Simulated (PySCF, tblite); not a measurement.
# C₈H₇O radical: geometry, infrared bands and EPR parameters

Aim: predict the infrared bands and EPR parameters of C₈H₇O radical (`C=C1[C]=C/C1=C\C(C)=O`).

Computed with tblite 0.8.0 and PySCF 2.14.0, with density-fitted response routines of our own, on a single molecule in the gas phase. Atoms are numbered from 0 throughout.

### Step 1. Starting geometry

16 atoms, charge 0, multiplicity 2; geometry from: force field or distance geometry start.

Bonds of the start (Å): C0–C1 1.35, C1–C2 1.45, C2–C3 1.33, C3–C4 1.46, C4–C5 1.32, C5–C6 1.43, C6–C7 1.48, C6–O8 1.26, C4–C1 1.46, C0–H9 1.06, C0–H10 1.08, C3–H11 1.10, C5–H12 1.07, C7–H13 1.12, C7–H14 1.10, C7–H15 1.12.

### Step 2. Relaxing the molecule with GFN2-xTB

What the job is given:

```
{"job": {"kind": "relax", "xc": "GFN2-xTB", "basis": "xTB"}, "charge": 0, "multiplicity": 2}
C      3.048100    -0.513400     0.024400
C      2.122700     0.461400     0.091400
C      2.149700     1.911900     0.146800
C      0.818100     1.971600     0.205100
C      0.670000     0.514900     0.186100
C     -0.330500    -0.353400     0.202200
C     -1.705600     0.046400     0.284600
C     -2.747300    -1.008700     0.315900
O     -1.973500     1.272200     0.339900
H      4.076000    -0.248500    -0.016700
H      2.772200    -1.557600     0.006500
H      0.062500     2.763000     0.278100
H     -0.083000    -1.397100     0.171200
H     -2.643200    -1.504500     1.318900
H     -2.462500    -1.739300    -0.461600
H     -3.781100    -0.610200     0.163200
```

Started as:

```sh
> OMP_NUM_THREADS=1 python probes_run.py task.json out
```

This one command runs all jobs of the session in turn.

**Question.** This job is followed by: GFN2-xTB harmonic vibrations, gas phase; UKS B3LYP, pcH-1 on C H O, non-relativistic, mean-field spin-orbit, GIAO. What will the session give for the following? strongest single infrared mode (GFN2-xTB); zero-point energy (GFN2-xTB); g(iso) (B3LYP); ⟨S²⟩; largest a(iso) (averaged by class); potential on the surface of density 0.002 e/bohr³, 1st and 99th percentile.

**Answer**, as computed:

| quantity | value |
| --- | --- |
| strongest single infrared mode (GFN2-xTB) | 1646 cm⁻¹, 235 km/mol |
| zero-point energy (GFN2-xTB) | 73.7 kcal/mol |
| g(iso) (B3LYP) | 2.00197 |
| ⟨S²⟩ | 0.763 (exact 0.75) |
| largest a(iso) (averaged by class) | 13C on C2, 405.8 MHz |
| potential on the surface of density 0.002 e/bohr³, 1st and 99th percentile | -1.65 V and 1.18 V |

**Reading.** Relaxing lowered the energy by 0.364 eV in 68 steps; the close pair that moved most is C6–O8, from 1.256 to 1.211 Å. The lowest mode is imaginary (27i cm⁻¹), so the xTB geometry is not a minimum: the zero-point energy counts the real modes alone, and all values at this geometry belong to a saddle point. The strongest single mode, at 1646 cm⁻¹, is spread over many atoms; the largest shares are those of C4, C5. GFN2-xTB is a fitted tight-binding method: band positions and strengths are rough. Its intensities can rank the bands wrongly. C2 carries the largest spin population, 0.96 e. The isotropic g lies 0.3 ppt below the free-electron value. These values are for one conformer; the search (at its own cheap level) found 2 more, at 1.30, 6.86 kcal/mol, and measured spectra average over such forms.
